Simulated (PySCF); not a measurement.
**C₄H₆OSi₂: electronic excitations**

Aim: predict the electronic excitations of C₄H₆OSi₂ (`C#C[Si@H]1C=C[SiH2]O1`).

The runs use PySCF 2.14.0, with density-fitted response routines of our own; the level of theory stands in each step. All values are computed, except where a source is named. Atoms are numbered from 0 throughout.

## 1. The starting structure

13 atoms, charge 0, multiplicity 1; geometry from: GFN2-xTB.

Bonds of the start (Å): C0–C1 1.20, C1–Si2 1.85, Si2–C3 1.89, C3–C4 1.33, C4–Si5 1.89, Si5–O6 1.64, O6–Si2 1.65, C0–H7 1.05, Si2–H8 1.46, C3–H9 1.08, C4–H10 1.08, Si5–H11 1.46, Si5–H12 1.46.

## 2. Excited states and response: PBE0/def2-SVPD

The job: settings as JSON, then the geometry in Å.

```
{"job": {"kind": "uv", "xc": "PBE0", "basis": "def2-SVPD", "nstates": 8, "ntriplets": 3}, "charge": 0, "multiplicity": 1}
C      3.315343     0.328087     0.432624
C      2.158964     0.598685     0.248142
Si     0.383986     1.023941    -0.054768
C     -0.436456    -0.162141    -1.277592
C     -1.399522    -0.902754    -0.727039
Si    -1.658676    -0.556873     1.112697
O     -0.513155     0.606975     1.260137
H      4.325648     0.087325     0.602765
H      0.175013     2.450115    -0.282615
H     -0.168242    -0.247303    -2.322268
H     -1.962392    -1.627652    -1.300437
H     -2.942904     0.062681     1.423334
H     -1.281994    -1.660598     1.988701
```

With the program's defaults for keys left out, this is: TDDFT PBE0/def2-SVPD, vertical, gas phase, core orbitals frozen in the response.

Started as:

```bash
$ OMP_NUM_THREADS=1 python probes_run.py task.json out
```

One launch serves the whole session: the jobs run in the order shown.

What will the session give for the following? lowest singlet (PBE0/def2-SVPD); brightest single state of those computed; lowest triplet. Wanted: lowest singlet; brightest single state of those computed; lowest triplet.

As calculated:

| quantity | value |
| --- | --- |
| lowest singlet (PBE0/def2-SVPD) | 5.88 eV (211 nm), f = 0.011 |
| brightest single state of those computed | state 5, 6.58 eV, f = 0.101 |
| lowest triplet | 4.21 eV |

What this shows: The lowest singlet, at 5.88 eV, is HOMO→LUMO 0.49, HOMO−1→LUMO 0.17 and is weak; of the 8 states computed, the strongest absorption comes from state 5 at 6.58 eV. The lowest triplet lies 1.67 eV below the lowest singlet (triplets in Tamm-Dancoff, singlets in full TDDFT).
